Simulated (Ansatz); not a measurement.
**YZnSi: biaxial strain in the a-b plane**

One table from this session's results is given with a row withheld; the runs are named, their logs left out.

Program: Ansatz 0.2.0. Level of theory: DFT r2SCAN, scalar-relativistic, plane waves, PAW. These are calculated values, not measurements.

2 further runs of the same task are left out: 2 set aside as unsound or not needed.

## The system as given

Symmetry: P-6m2, No. 187, hexagonal system. Conventional cell: a = 4.081 Å, b = 4.081 Å, c = 4.076 Å, α = 90.00°, β = 90.00°, γ = 120.00°. Y (site symmetry -6m2) is surrounded by 6 Zn at 3.12 Å and 6 Si at 3.12 Å. Zn (site symmetry -6m2) has 3 Si at 2.36 Å as nearest neighbours. Si (site symmetry -6m2) is surrounded by 3 Zn at 2.36 Å and 6 Y at 3.12 Å.

Coordinates:

```xyz
3
Lattice="4.0808 0.0000 0.0000 -2.0404 3.5340 0.0000 0.0000 0.0000 4.0765" Properties=species:S:1:pos:R:3 pbc="T T T"
Y     0.0000    0.0000    0.0000
Zn    0.0000    2.3560    2.0382
Si    2.0404    1.1780    2.0382
```

It goes back to an entry of the Materials Project, which need not be the stable form.

This cell was relaxed beforehand with the same method: volume 19.60 Å³/atom, gap on the mesh none (metal).

The unstrained cell comes from an earlier run at this level (3 atoms, E(σ→0) -7826.6513 eV, gap none (metal)).

Set-up of the first run:

The input, input.yaml:

```yaml
crystal:
  lattice:
    - [4.0399522518, 0.0, 0.0]
    - [-2.0199761259, 3.4987012801, 0.0]
    - [0.0, 0.0, 4.1009308112]
  atoms:
    - { symbol: "Y", position: [0.0, 0.0, 0.0] }
    - { symbol: Zn, position: [0.3333333333, 0.6666666667, 0.5] }
    - { symbol: Si, position: [0.6666666667, 0.3333333333, 0.5] }
basis:
  ecutwfc: 500
kpoints:
  mp_grid: { grid: [12, 12, 10] }
hamiltonian:
  xc: r2scan
scf:
  occupations: { method: gaussian, width: 0.1 }
output:
  forces: true
  stress: true
  eigenvalues: true
relax:
  adjacent_minimum: "off"
  f_tol: 0.008
  max_steps: 40
  cell: { stress_tol: 0.05, fix: [a, b, gamma] }
```

Among the steps run: At -1.0 %; At +1.0 %; At -2.0 %; The cell strained by +2.0 %; The cell strained by -3.0 %; Strain +3.0 %.

One table of the session follows, with a row left open; its other results are not shown here.

Lengths are those of the vectors of the cell that was run; stresses in GPa:

```
strain (%)  ΔE (meV/atom)  a (Å)  b (Å)  c (Å)
      -3.0           30.9  3.958  3.958  4.138
      -2.0              ?      ?      ?      ?
      -1.0            3.2  4.040  4.040  4.096
      +0.0            0.0  4.081  4.081  4.076
      +1.0            3.2  4.122  4.122  4.056
      +2.0           12.3  4.162  4.162  4.036
      +3.0           26.6  4.203  4.203  4.016
```

Q: Estimate the row for strain (%) = -2.0 from the others.

Worked estimate for «ΔE (meV/atom)». A straight line through the neighbours (-3.0, 30.9) and (-1.0, 3.2) gives 30.9 + (3.2 − 30.9) × (-2.0 + 3.0) / (-1.0 + 3.0) = 17.0; a parabola fitted to 3 rows on both sides gives 13.5.

The run gave: ΔE (meV/atom): 13.3; a (Å): 3.999; b (Å): 3.999; c (Å): 4.116. In «ΔE (meV/atom)» the line misses by +3.7 and the parabola by +0.2.

ΔE is over the unstrained cell. Stress in GPa, positive in compression, on the Cartesian axes of the input. 
